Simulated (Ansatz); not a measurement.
# Cl₂GeH₄SSi: up Jacob's ladder to CCSD(T)

One table from this session's results is given with a row withheld; the runs are named, their logs left out.

Computed with Ansatz 0.2.0, Gaussian basis. Level: functionals in def2-TZVPP, the program's frozen cores in correlated methods.

The runs, in order: PBE-D4, r2SCAN-D4, PBE0-D4, B3LYP-D4, ωB97X-V, ωB97M-V, B2PLYP; CCSD(T)/def2-TZVPP; MP2/def2-QZVPP; extrapolation to the limit.

### The relaxed structure

An earlier PBE0-D4 in a triple-zeta def2 set relaxation fixed the geometry.

SMILES `Cl[SiH2][S][GeH2][Cl]`, 9 atoms, charge 0, spin multiplicity 1.

Atoms are counted from 1 here; the program's logs count them from 0.

Bond lengths: Cl1–Si2 2.054 Å, Si2–S3 2.125 Å, Si2–H6 1.478 Å, Si2–H7 1.476 Å, S3–Ge4 2.217 Å, Ge4–Cl5 2.152 Å, Ge4–H8 1.529 Å, Ge4–H9 1.530 Å. Angles: Cl1–Si2–S3 111.9°, Cl1–Si2–H6 108.9°, Cl1–Si2–H7 107.0°, S3–Si2–H6 105.3°, S3–Si2–H7 111.8°, H6–Si2–H7 112.1°, Si2–S3–Ge4 100.6°, S3–Ge4–Cl5 110.0°, S3–Ge4–H8 111.5°, S3–Ge4–H9 106.0°, Cl5–Ge4–H8 106.7°, Cl5–Ge4–H9 108.1°, H8–Ge4–H9 114.5°.

Geometry (Å):

```xyz
9
Cl2GeH4SSi
Cl   -2.1925    0.9432    0.7173
Si   -0.9123   -0.5612    1.2791
S     0.0199   -1.4774   -0.3962
Ge    0.9128    0.2949   -1.3844
Cl    2.1144    1.3942    0.0227
H    -1.6936   -1.6364    1.9266
H     0.0773    0.0358    2.1978
H    -0.1635    1.2573   -1.8881
H     1.8375   -0.2503   -2.4750
```

The first run:

Contents of in.yaml:

```yaml
crystal:
  periodic: [false, false, false]
  atoms:
    - {symbol: Cl, position_ang: [-2.192471, 0.943158, 0.717306]}
    - {symbol: Si, position_ang: [-0.912318, -0.561193, 1.279132]}
    - {symbol: S, position_ang: [0.019870, -1.477387, -0.396150]}
    - {symbol: Ge, position_ang: [0.912764, 0.294894, -1.384371]}
    - {symbol: Cl, position_ang: [2.114372, 1.394238, 0.022716]}
    - {symbol: H, position_ang: [-1.693567, -1.636414, 1.926620]}
    - {symbol: H, position_ang: [0.077279, 0.035752, 2.197824]}
    - {symbol: H, position_ang: [-0.163468, 1.257291, -1.888119]}
    - {symbol: H, position_ang: [1.837530, -0.250339, -2.474958]}
basis:
  gaussian: {orbitals: def2-TZVPP}
hamiltonian: {xc: pbe, dispersion: d4}
output: {forces: true, orbitals: {seedname: orbitals}}
```

Run with:

```sh
ansatz run in.yaml --threads 2 --pin off --events-out ev --progress --plain --max-ram 32768MiB --backend cuda --devices 0, --max-vram 18GiB
```

Among the steps run: PBE-D4 (GGA); r2SCAN-D4 (meta-GGA); PBE0-D4 (hybrid); B3LYP-D4 (hybrid); ωB97X-V (range-separated); ωB97M-V (range-separated); B2PLYP (double hybrid); CCSD(T) in def2-TZVPP; MP2 in def2-QZVPP.

One of the session's tables, all rows but one given; the rest of the session is left out.

```
            method  atomisation energy (eV)
            PBE-D4                   27.313
         r2SCAN-D4                   27.502
           PBE0-D4                   27.157
          B3LYP-D4                   26.921
           ωB97X-V                   27.623
           ωB97M-V                   27.382
            B2PLYP                   26.633
     HF/def2-TZVPP                   20.013
    MP2/def2-TZVPP                   26.999
   CCSD/def2-TZVPP                        ?
CCSD(T)/def2-TZVPP                   26.585
           MP2/CBS                   27.832
       CCSD(T)/CBS                   27.417
```

Q: Estimate the row for CCSD/def2-TZVPP from the others.

**Answer.** atomisation energy (eV): 26.103. In the column «atomisation energy (eV)» it lies between HF/def2-TZVPP (20.013) and CCSD(T)/def2-TZVPP (26.585).
